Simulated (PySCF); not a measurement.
**LaCl: from the state search to spectroscopic constants**

Aim: find the lowest electronic state of LaCl, scan its bond at several levels of theory, and get bond length, wavenumber and dissociation energy from each curve.

Method: La x2c-TZVPall, Cl x2c-TZVPall, spin-free X2C with a Gaussian nucleus; program: PySCF 2.14.0.

## 1. Input

Settings of the job:

| Quantity | Value |
| --- | --- |
| atoms | La, Cl |
| charge | 0 |
| basis | La x2c-TZVPall, Cl x2c-TZVPall |
| Hamiltonian | spin-free X2C with a Gaussian nucleus |
| basis functions | 118 |
| electrons treated | 74 |
| masses in u | 138.9063, 34.9689 |
| levels | PBE0, PBE, r²SCAN, B97-3, LDA, HSE06, HF, MP2, SCS-MP2, CCSD, CCSD(T) |
| grid | 80 radial by 434 angular points |
| occupations | held fixed by the projection of orbital angular momentum |
| dissociation limit | La + Cl, each in its ground configuration |
| starting distance in angstrom | 2.565 |
| values of 2S to try | 0, 2 |

Run with:

```console
$ OMP_NUM_THREADS=4 python dia.py task.json out
```

After this run come: First curve: PBE0; Excited determinants; PBE; r²SCAN; B97-3 (global hybrid GGA); LDA (local density); HSE06 (range-separated hybrid); UHF (mean field); MP2 and coupled cluster.

Before running it: what results should come out? Wanted: for each run, Re; ωe; De; μ.

**Answer**, as computed:

Lowest PBE0 solution found, without spin–orbit coupling: ³Δ (triplet), unpaired electrons σ ↑, δ ↑, about 0.1 electrons in the 4f shell (Mulliken). State 2 has its PBE0 minimum 0.21 eV higher. The other levels ran on the lowest alone.

```tsv
level	Re (Å)	ωe (cm⁻¹)	De (eV)	μ (D)
UHF	2.636	301	4.27	-5.05
UHF-MP2	2.557	333	5.27	n/a
UHF-SCS-MP2	2.575	326	5.05	n/a
UHF-CCSD	2.582	324	4.82	n/a
UHF-CCSD(T)	2.574	327	4.84	n/a
LDA	2.495	344	5.83	-3.87
PBE	2.537	324	5.26	-4.23
r²SCAN	2.549	324	5.28	-4.68
PBE0	2.540	327	5.19	-4.61
B97-3	2.561	317	4.91	-4.55
HSE06	2.544	326	5.17	-4.61
```

De is counted to La + Cl in their ground configurations. A positive dipole means La(−)Cl(+).

Differences from CCSD(T) in the same basis:

```tsv
level	Re (mÅ)	ωe (%)
UHF	+62	-7.9
UHF-MP2	-17	+1.8
UHF-SCS-MP2	+1	-0.4
UHF-CCSD	+8	-0.9
LDA	-79	+5.0
PBE	-37	-0.9
r²SCAN	-25	-0.9
PBE0	-34	-0.2
B97-3	-13	-3.1
HSE06	-30	-0.5
```

In words: Against CCSD(T) in the same basis, the bond length is nearest at UHF-SCS-MP2 (+1 mÅ) and farthest at LDA (-79 mÅ); the wavenumber is nearest at PBE0 (-0.2 %) and farthest at UHF (-7.9 %). Among the levels with a De in the table, it runs from 4.27 eV (UHF) to 5.83 eV (LDA).

Correlated steps freeze 23 core orbitals. Spin–orbit coupling is left out, which matters for elements this heavy, above all for dissociation energies. The state is the lowest single determinant that the PBE0 search found; with open d or f shells the true ground state can be another one. With spin–orbit coupling the term label itself may not hold.
